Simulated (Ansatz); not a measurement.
# BH5P2S: one species, many methods

The task here is to estimate one member of a computed series from the others.

Computed with Ansatz 0.2.0, Gaussian basis. Level: functionals in def2-TZVPP, the program's frozen cores in correlated methods.

Plan: LDA (SPW92), PBE-D4, revPBE-D4, BLYP-D4, r2SCAN-D4, B97M-V, PBE0-D4, B3LYP-D4, r2SCANh-D4, r2SCAN0-D4, HSE06-D4, BHLYP-D4, CAM-B3LYP-D4, LC-ωPBE, ωB97X-V, ωB97M-V, B2PLYP, PBE-QIDH; CCSD(T)/def2-SVP; CCSD(T)/def2-TZVPP; MP2/def2-QZVPP; extrapolation to the limit; RPA on PBE.

## Structure used throughout

An earlier PBE0-D4 in a triple-zeta def2 set relaxation fixed the geometry.

SMILES `PBSP`, 9 atoms, charge 0, spin multiplicity 1.

Atoms are counted from 1 here; the program's logs count them from 0.

Bond lengths: P1–B2 1.895 Å, P1–H5 1.415 Å, P1–H6 1.416 Å, B2–S3 1.776 Å, B2–H7 1.193 Å, S3–P4 2.133 Å, P4–H8 1.421 Å, P4–H9 1.421 Å. Angles: B2–P1–H5 97.9°, B2–P1–H6 100.9°, H5–P1–H6 97.2°, P1–B2–S3 120.1°, P1–B2–H7 119.3°, S3–B2–H7 120.3°, B2–S3–P4 101.9°, S3–P4–H8 95.7°, S3–P4–H9 96.3°, H8–P4–H9 92.1°.

Geometry (Å):

```
P     0.4965    2.4289    0.3247
B     0.3689    0.6358   -0.2760
S    -0.4037   -0.5937    0.7467
P     0.0348   -2.3901   -0.3166
H     0.0928    3.0637   -0.8744
H    -0.7291    2.5651    1.0197
H     0.9134    0.3196   -1.2892
H    -1.2496   -2.9737   -0.1459
H     0.5646   -3.1020    0.7938
```

The first run:

Input file in.yaml:

```yaml
crystal:
  periodic: [false, false, false]
  atoms:
    - {symbol: P, position_ang: [0.496505, 2.428904, 0.324666]}
    - {symbol: B, position_ang: [0.368919, 0.635783, -0.275976]}
    - {symbol: S, position_ang: [-0.403701, -0.593696, 0.746700]}
    - {symbol: P, position_ang: [0.034831, -2.390068, -0.316594]}
    - {symbol: H, position_ang: [0.092839, 3.063670, -0.874365]}
    - {symbol: H, position_ang: [-0.729145, 2.565138, 1.019692]}
    - {symbol: H, position_ang: [0.913385, 0.319627, -1.289160]}
    - {symbol: H, position_ang: [-1.249626, -2.973727, -0.145862]}
    - {symbol: H, position_ang: [0.564593, -3.102032, 0.793798]}
basis:
  gaussian: {orbitals: def2-TZVPP}
hamiltonian: {xc: lda}
output: {orbitals: {seedname: orbitals}}
```

The run is started by

```bash
ansatz run in.yaml --threads 2 --pin off --events-out ev --progress --plain --max-ram 4352MiB
```

Steps of the session up to this table: LDA; PBE-D4 (GGA); revPBE-D4 (GGA); BLYP-D4 (GGA); r2SCAN-D4 (meta-GGA); B97M-V (meta-GGA); B3LYP-D4 (hybrid); r2SCANh-D4 (hybrid); r2SCAN0-D4 (hybrid); HSE06-D4 (hybrid); BHLYP-D4 (hybrid); CAM-B3LYP-D4 (range-separated); LC-ωPBE (range-separated); ωB97X-V (range-separated); ωB97M-V (range-separated); B2PLYP (double hybrid); PBE-QIDH (double hybrid).

One of the session's tables, all rows but one given; the rest of the session is left out.

It belongs to the step «Frontier levels by functional». 

| functional | HOMO (eV) | LUMO (eV) | gap (eV) |
| --- | --- | --- | --- |
| LDA (SPW92) | -6.36 | -2.46 | 3.90 |
| PBE-D4 | -6.25 | -2.26 | 3.99 |
| revPBE-D4 | -6.21 | -2.18 | 4.04 |
| BLYP-D4 | -6.08 | -2.07 | 4.01 |
| r2SCAN-D4 | -6.49 | -2.03 | 4.46 |
| B97M-V | -6.58 | -2.01 | 4.57 |
| PBE0-D4 | -7.32 | -1.39 | 5.94 |
| B3LYP-D4 | -7.10 | -1.54 | 5.56 |
| r2SCANh-D4 | -6.88 | -1.72 | 5.16 |
| r2SCAN0-D4 | -7.48 | -1.25 | 6.23 |
| HSE06-D4 | -6.93 | -1.76 | 5.17 |
| BHLYP-D4 | -8.26 | -0.34 | 7.92 |
| CAM-B3LYP-D4 | -8.55 | -0.26 | 8.29 |
| LC-ωPBE | -9.90 | 0.78 | 10.68 |
| ωB97X-V | -9.55 | 0.73 | 10.28 |
| ωB97M-V | ? | ? | ? |

**Question.** Estimate the row for ωB97M-V.

**Answer.** HOMO (eV): -9.38; LUMO (eV): 0.57; gap (eV): 9.95. In the column «HOMO (eV)» it lies between ωB97X-V (-9.55) and CAM-B3LYP-D4 (-8.55).
